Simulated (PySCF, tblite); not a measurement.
# C7H12Si: geometry, infrared bands, NMR shifts, electronic excitations and core binding energies

Aim: predict the infrared bands, NMR shifts, electronic excitations and core binding energies of C7H12Si (`C=CC[SiH]1CC=CC1`).

Computed with tblite 0.8.0 and PySCF 2.14.0, with density-fitted response routines of our own, on a single molecule in the gas phase. Atoms count from 0, in the outputs and in this text.

**1. Starting geometry**

20 atoms, charge 0, multiplicity 1; geometry from: force field or distance geometry start.

Bonds of the start (Å): C0–C1 1.34, C1–C2 1.49, C2–Si3 1.87, Si3–C4 1.93, C4–C5 1.52, C5–C6 1.35, C6–C7 1.52, C7–Si3 1.91, C0–H8 1.09, C0–H9 1.08, C1–H10 1.10, C2–H11 1.10, C2–H12 1.09, Si3–H13 1.50, C4–H14 1.08, C4–H15 1.09, C5–H16 1.08, C6–H17 1.09, C7–H18 1.09, C7–H19 1.09.

**2. Optimising the geometry with GFN2-xTB**

What the job is given:

```
{"job": {"kind": "relax", "xc": "GFN2-xTB", "basis": "xTB"}, "charge": 0, "multiplicity": 1}
C      3.221500    -0.196300    -0.773500
C      2.496200     0.480400     0.133700
C      1.151000     1.063100    -0.112900
Si    -0.239900     0.345600     0.909600
C     -0.674800    -1.457100     0.392900
C     -2.091800    -1.362300    -0.144600
C     -2.702400    -0.162800    -0.138200
C     -1.950200     1.037700     0.405900
H      2.843300    -0.366600    -1.776200
H      4.192300    -0.587600    -0.528400
H      2.930700     0.627500     1.130200
H      1.193300     2.140300     0.084000
H      0.871200     0.963700    -1.165100
H     -0.012000     0.452700     2.384000
H     -0.628500    -2.120900     1.247200
H      0.005000    -1.801100    -0.384100
H     -2.578900    -2.250900    -0.510800
H     -3.719400    -0.052100    -0.500100
H     -1.845100     1.800800    -0.366100
H     -2.466500     1.456300     1.275400
```

On the command line:

```console
> OMP_NUM_THREADS=1 python probes_run.py task.json out
```

This one command runs all jobs of the session in turn.

**Question.** This job is followed by: GFN2-xTB harmonic vibrations, gas phase; PBE0-D3(BJ)/def2-SVP geometry optimisation, gas phase; GIAO PBE0/pcSseg-1 NMR shielding, non-relativistic, gas phase; TDDFT B3LYP/def2-SVPD, vertical, gas phase, core orbitals frozen in the response; GIAO PBE/pcSseg-1 NMR shielding, non-relativistic, gas phase; delta-SCF UKS SCAN, pcX-2 on the ionised atom, pcseg-1 elsewhere, spin-free X2C. Predict these results of the whole session: strongest single infrared mode (GFN2-xTB); zero-point energy (GFN2-xTB); point group; rotational constants (main isotopes); 13C shifts against TMS (PBE0/pcSseg-1, means over atoms taken as alike); 1H shifts against TMS (PBE0/pcSseg-1, means over atoms taken as alike); 29Si shifts against TMS (PBE0/pcSseg-1); lowest singlet (B3LYP/def2-SVPD); brightest single state of those computed; lowest triplet; vertical ionisation energy (ΔSCF); C1s binding energies, SCAN/pcX-2; Si1s binding energies, SCAN/pcX-2; Si2p binding energies, SCAN/pcX-2; range of the shift of C2.

As calculated:

```
                                                               quantity                                                     value
                              strongest single infrared mode (GFN2-xTB)                                     2195 cm⁻¹, 352 km/mol
                                           zero-point energy (GFN2-xTB)                                            103.0 kcal/mol
                                                            point group                                                        C1
                                   rotational constants (main isotopes)                                      3.29, 1.07, 0.93 GHz
13C shifts against TMS (PBE0/pcSseg-1, means over atoms taken as alike)                       143.1, 140.6, 120.9, 23.6, 15.9 ppm
 1H shifts against TMS (PBE0/pcSseg-1, means over atoms taken as alike)        6.08, 5.98, 5.19, 5.18, 4.45, 1.57, 1.54, 1.42 ppm
                                29Si shifts against TMS (PBE0/pcSseg-1)                                                  -2.3 ppm
                                       lowest singlet (B3LYP/def2-SVPD)                               6.07 eV (204 nm), f = 0.025
                               brightest single state of those computed                               state 4, 6.50 eV, f = 0.158
                                                         lowest triplet                                                   4.24 eV
                                      vertical ionisation energy (ΔSCF)                                                   8.53 eV
                                       C1s binding energies, SCAN/pcX-2  C1 290.46, C2 290.11, C5 290.04, C4 289.89, C0 289.78 eV
                                      Si1s binding energies, SCAN/pcX-2                                            Si3 1845.74 eV
                                      Si2p binding energies, SCAN/pcX-2                                             Si3 106.19 eV
                                               range of the shift of C2                                          23.6 to 26.2 ppm
```

In words: Over 73 steps the energy fell by 0.140 eV; of the close pairs, C2–Si3 changed most, 1.869 to 1.912 Å (GFN2-xTB). All 54 modes are real, so the xTB geometry is a minimum. The strongest single mode, at 2195 cm⁻¹, moves mainly H13. GFN2-xTB is a fitted tight-binding method: band positions and strengths are rough. Its intensities can rank the bands wrongly. Over 13 steps the energy fell by 0.236 eV; of the close pairs, C0–H9 changed most, 1.048 to 1.093 Å (PBE0/def2-SVP). At PBE0/pcSseg-1: The largest span, 240 ppm, is at C1, where the paramagnetic term is -216 ppm. The lowest singlet, at 6.07 eV, is HOMO→LUMO 0.70, HOMO−1→LUMO 0.27 and is weak; of the 10 states computed, the strongest absorption comes from state 4 at 6.50 eV. The lowest triplet lies 1.83 eV below the lowest singlet (triplets in Tamm-Dancoff, singlets in full TDDFT). ΔSCF puts the ionisation energy at 8.53 eV, 1.79 eV above −ε(HOMO). C1 (alkene CH) binds its C1s electron 0.68 eV more tightly than C0 (terminal =CH2 carbon). Across the 2 runs the shift of C2 moves most, between 23.6 (PBE0/pcSseg-1) and 26.2 ppm (PBE/pcSseg-1).
